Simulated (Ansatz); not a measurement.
# CClFInN (SMILES N#[C][In]([F])[Cl]): one structure at several levels

One table from this session's results is given with a row withheld; the runs are named, their logs left out.

Program: Ansatz 0.2.0, Gaussian basis. Level of theory: single points in def2-TZVPP. These are calculated values, not measurements.

Correlated methods freeze the cores. Filled d shells of the heavier atoms are correlated. Core potentials replace the inner electrons past krypton, and spin-orbit coupling is left out. B3LYP uses VWN-RPA correlation.

### The starting structure

SMILES `N#[C][In]([F])[Cl]`, 5 atoms, charge 0, spin multiplicity 1.

Atoms are counted from 1 here; the program's logs count them from 0.

Bond lengths: N1–C2 1.140 Å, C2–In3 2.213 Å, In3–F4 1.996 Å, In3–Cl5 2.253 Å. Angles: N1–C2–In3 179.7°, C2–In3–F4 106.2°, C2–In3–Cl5 136.7°, F4–In3–Cl5 117.1°.

Coordinates:

```
N    -1.5052    1.3318    1.7203
C    -0.8566    0.7899    0.9558
In    0.4110   -0.2623   -0.5221
F     0.3906   -2.1893   -0.0020
Cl    1.5805    0.2902   -2.3673
```

Set-up of the first run:

The input, run/in.yaml:

```yaml
crystal:
  periodic: [false, false, false]
  atoms:
    - {symbol: N, position_ang: [-1.505200, 1.331800, 1.720300]}
    - {symbol: C, position_ang: [-0.856600, 0.789900, 0.955800]}
    - {symbol: In, position_ang: [0.411000, -0.262300, -0.522100]}
    - {symbol: F, position_ang: [0.390600, -2.189300, -0.002000]}
    - {symbol: Cl, position_ang: [1.580500, 0.290200, -2.367300]}
basis:
  gaussian: {orbitals: def2-TZVPP}
correlation: {method: ccsd_t}
```

The command line of these runs was not kept.

Steps of the session up to this table: CCSD(T)/def2-TZVPP; PBE0-D4/def2-TZVPP; wB97M-V/def2-TZVPP; r2SCAN-D4/def2-TZVPP; PBE-D4/def2-TZVPP; B3LYP-D4/def2-TZVPP; B97M-V/def2-TZVPP.

One table of the session follows, with a row left open; its other results are not shown here.

| method | RMS force component (eV/Å) | dipole (D) |
| --- | --- | --- |
| PBE0-D4 | 1.150 | 3.16 |
| wB97M-V | 1.098 | 3.23 |
| r2SCAN-D4 | 1.287 | 3.05 |
| PBE-D4 | 1.542 | 3.00 |
| B3LYP-D4 | 1.122 | 3.21 |
| B97M-V | ? | ? |

**Question.** Estimate the row for B97M-V.

**Answer.** RMS force component (eV/Å): 1.146; dipole (D): 3.04. In the column «RMS force component (eV/Å)» it lies between B3LYP-D4 (1.122) and PBE0-D4 (1.150).
